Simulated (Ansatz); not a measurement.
**C₃H₇ClSn: how energies converge with the basis set**

One table from this session's results is given with a row withheld; the runs are named, their logs left out.

The runs use Ansatz 0.2.0, Gaussian basis; one geometry, several basis sets.

The runs, in order: PBE0-D4/def2-SVP; ωB97M-V/def2-SVP; PBE0-D4/def2-QZVPP; ωB97M-V/def2-QZVPP; the functionals' def2-TZVPP values are taken from earlier runs.

### Structure used throughout

An earlier PBE0-D4 in a triple-zeta def2 set relaxation fixed the geometry. Sn takes the def2 core potential; no spin-orbit term is included.

SMILES `C[CH](C)[Sn][Cl]`, 12 atoms, charge 0, spin multiplicity 1.

Atoms are counted from 1 here; the program's logs count them from 0.

Bond lengths: C1–C2 1.522 Å, C1–H6 1.095 Å, C1–H7 1.094 Å, C1–H8 1.097 Å, C2–C3 1.522 Å, C2–Sn4 2.206 Å, C2–H9 1.098 Å, C3–H10 1.097 Å, C3–H11 1.095 Å, C3–H12 1.094 Å, Sn4–Cl5 2.384 Å. Angles: C2–C1–H6 112.7°, C2–C1–H7 111.1°, C2–C1–H8 110.9°, H6–C1–H7 107.7°, H6–C1–H8 106.9°, H7–C1–H8 107.3°, C1–C2–C3 111.8°, C1–C2–Sn4 110.7°, C1–C2–H9 109.3°, C3–C2–Sn4 110.7°, C3–C2–H9 109.3°, Sn4–C2–H9 104.8°, C2–C3–H10 110.9°, C2–C3–H11 112.7°, C2–C3–H12 111.1°, H10–C3–H11 106.9°, H10–C3–H12 107.3°, H11–C3–H12 107.7° and more.

Set-up of the first run:

Contents of in.yaml:

```yaml
crystal:
  periodic: [false, false, false]
  atoms:
    - {symbol: C, position_ang: [-0.741013, 0.247295, 1.089979]}
    - {symbol: C, position_ang: [-0.193123, -0.615105, -0.037854]}
    - {symbol: C, position_ang: [1.273106, -0.318136, -0.316693]}
    - {symbol: Sn, position_ang: [-1.400352, -0.367249, -1.867314]}
    - {symbol: Cl, position_ang: [-0.911201, 1.955395, -2.093945]}
    - {symbol: H, position_ang: [-1.784427, 0.016755, 1.329991]}
    - {symbol: H, position_ang: [-0.686101, 1.309344, 0.834880]}
    - {symbol: H, position_ang: [-0.162930, 0.101885, 2.011134]}
    - {symbol: H, position_ang: [-0.303706, -1.674024, 0.229282]}
    - {symbol: H, position_ang: [1.882526, -0.474603, 0.582178]}
    - {symbol: H, position_ang: [1.692750, -0.957909, -1.100342]}
    - {symbol: H, position_ang: [1.411569, 0.721255, -0.627397]}
basis:
  gaussian: {orbitals: def2-SVP}
hamiltonian: {xc: pbe0, dispersion: d4}
output: {orbitals: {seedname: orbitals}}
```

Launch:

```bash
> ansatz run in.yaml --threads 8 --pin off --events-out ev --progress --plain --max-ram 18278MiB
```

Among the steps run: PBE0-D4 in def2-SVP; ωB97M-V in def2-SVP; PBE0-D4 in def2-QZVPP; ωB97M-V in def2-QZVPP.

One of the session's tables, all rows but one given; the rest of the session is left out.

It belongs to the step «Functionals by basis». 

| functional | basis | HOMO (eV) | LUMO (eV) |
| --- | --- | --- | --- |
| PBE0-D4 | def2-SVP | -6.18 | -2.65 |
| PBE0-D4 | def2-TZVPP | -6.25 | -2.72 |
| PBE0-D4 | def2-QZVPP | -6.27 | -2.74 |
| ωB97M-V | def2-SVP | -8.20 | -0.84 |
| ωB97M-V | def2-TZVPP | -8.28 | -0.99 |
| ωB97M-V | def2-QZVPP | ? | ? |

Estimate the missing values for ωB97M-V, def2-QZVPP.

**Answer.** HOMO (eV): -8.31; LUMO (eV): -1.02. In the column «HOMO (eV)» it is the lowest.
